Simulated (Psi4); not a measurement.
**AlOF2 (SMILES [O][Al]([F])[F]), run twice**

Wanted: energy and one-electron properties of AlOF2, UHF-D4/STO-3G (density fitting, C-PCM ethanol).

Program for the calculation: Psi4 1.11.

2 further runs of the same task are left out: 2 set aside as unsound or not needed.

## Step 1: Starting point

The species is AlOF2 (4 atoms), meant as a doublet with charge 0. As SMILES, `[O][Al]([F])[F]`. Geometry: relaxed at PBE0-D4/def2-TZVP.

Bond lengths: O1–Al2 1.725 Å, Al2–F3 1.631 Å, Al2–F4 1.631 Å. Angles: O1–Al2–F3 119.0°, O1–Al2–F4 119.0°, F3–Al2–F4 122.1°.

## Step 2: The input as first written

Contents of job.dat:

```
memory 1.6 GB

molecule system {
  0 2
  O      0.850400     1.247900    -0.655300
  Al    -0.000600     0.004300    -0.032400
  F     -1.477200    -0.401600    -0.592500
  F      0.850400     1.247900    -0.655300
  symmetry c1
  no_reorient
  no_com
}

set basis STO-3G
set reference uhf
set pcm true

pcm = {
  Units = Angstrom
  Medium {
    SolverType = CPCM
    Solvent = Ethanol
  }
  Cavity {
    Type = GePol
    RadiiSet = UFF
    Scaling = False
    Area = 0.3
    Mode = Implicit
  }
}

E, wfn = energy('hf-d4', return_wfn=True)
oeprop(wfn, 'NO_OCCUPATIONS', 'MAYER_INDICES')
```

Command:

```bash
$ psi4 -n 1 job.dat job.out
```

job.out:

```text
Psi4 1.11 release

qcelemental.exceptions.ValidationError: Following atoms are too close: [(0, np.int64(3), np.float64(0.0))]

Printing out the relevant lines from the Psithon --> Python processed input file:
    from psi4.driver.wrapper_database import database, db, DB_RGT, DB_RXN
    from psi4.driver.wrapper_autofrag import auto_fragments
    psi4_io = core.IOManager.shared_object()
    core.set_memory_bytes(1600000000)

--> system = geometry("""
      0 2
      O      0.850400     1.247900    -0.655300
      Al    -0.000600     0.004300    -0.032400
      F     -1.477200    -0.401600    -0.592500
      F      0.850400     1.247900    -0.655300

!---------------------------------------------------------------------!
!                                                                     !
!  Following atoms are too close: [(0, np.int64(3), np.float64(0.0))] !
!                                                                     !
!---------------------------------------------------------------------!

    Psi4 run time: 0:00:00.01
```

It took 0.77 s on 1 thread of Intel Xeon Platinum 8488C (Sapphire Rapids), shared host; peak memory 0.13 GiB.

## Step 3: Diagnosis

The input was rejected.

The telling line is `Following atoms are too close: [(0, np.int64(3), np.float64(0.0))]`. What is wrong: two atoms lie on top of or far too near each other. As the program read them, the closest atoms are 0.00 Å apart, against 1.63 Å in the sound input.

## Step 4: Try two

Contents of input.in:

```
memory 1.6 GB

molecule {
  0 2
  O      0.682900    -0.910900     1.260000
  Al    -0.000600     0.004300    -0.032400
  F     -1.477200    -0.401600    -0.592500
  F      0.850400     1.247900    -0.655300
  symmetry c1
  no_reorient
  no_com
}

set globals {
  basis STO-3G
  reference uhf
  pcm true
}

pcm = {
  Units = Angstrom
  Medium {
    SolverType = CPCM
    Solvent = Ethanol
  }
  Cavity {
    Type = GePol
    RadiiSet = UFF
    Scaling = False
    Area = 0.3
    Mode = Implicit
  }
}

energy_value, wavefunction = energy('hf-d4', return_wfn=True)
oeprop(wavefunction, 'NO_OCCUPATIONS', 'MAYER_INDICES', title='HF-D4')
```

Command:

```bash
$ psi4 input.in input.out -n 1
```

input.out:

```text
[...]
  Running in c1 symmetry.
[...]
  Nuclear repulsion =  149.228779344674905
[...]
  Multiplicity = 2
[...]
  Nalpha       = 20
  Nbeta        = 19
[...]
    Number of basis functions: 24
[...]
   @DF-UHF iter   1:  -508.91943771768615   -2.38357e+00   1.44860e-02 DIIS/ADIIS
[...]
   @DF-UHF iter   9:  -509.04235283675524   -7.39203e-09   9.38498e-07 DIIS
[...]
   @S^2 Observed:                7.553291337E-01
[...]
    Orbital Energies [Eh]
    ---------------------
    Alpha Occupied:
       1A    -57.825396     2A    -25.767251     3A    -25.767195
       4A    -20.150556     5A     -4.760657     6A     -2.991581
       7A     -2.989948     8A     -2.989685     9A     -1.390298
      10A     -1.378692    11A     -1.201550    12A     -0.501200
      13A     -0.477976    14A     -0.440430    15A     -0.429827
      16A     -0.413985    17A     -0.387522    18A     -0.382873
      19A     -0.363552    20A     -0.362834
    Alpha Virtual:
      21A      0.388041    22A      0.408505    23A      0.711461
      24A      0.737913
[...]
  @DF-UHF Final Energy:  -509.04235283675524
   => Energetics <=
    Nuclear Repulsion Energy =            149.2287793446749049
    One-Electron Energy =               -1014.9647832913312868
    Two-Electron Energy =                 356.7138100284221309
    PCM Polarization Energy =              -0.0125007080376862
    Total Energy =                       -509.0423528367552422
  UHF NO Occupations:
  HONO-2 :   18  A 1.9995565
[...]
 Multipole Moments:
 ------------------------------------------------------------------------------------
     Multipole            Electronic (a.u.)      Nuclear  (a.u.)        Total (a.u.)
 ------------------------------------------------------------------------------------
 L = 1.  Multiply by 2.5417464519 to convert [e a0] to [Debye]
 Dipole X            :          0.2930961           -0.3511111           -0.0580150
 Dipole Y            :         -0.6506524            0.7283004            0.0776480
 Dipole Z            :          2.8599012           -2.9695156           -0.1096144
 Magnitude           :                                                    0.1463225
[...]
```

It took 3.9 s on 1 thread of Intel Xeon Platinum 8488C (Sapphire Rapids), shared host; peak memory 0.2 GiB.

## Step 5: Outcome

Level: UHF-D4/STO-3G (density fitting, C-PCM ethanol).

```
                          quantity          value
                      total energy  -509.04235 Eh
                     dipole moment         0.37 D
HOMO energy (highest over α and β)       -8.47 eV
 LUMO energy (lowest over α and β)       10.42 eV
                 dispersion energy  -20.11 kJ/mol
        solvent term in the energy   -32.8 kJ/mol
                              ⟨S²⟩          0.755
```
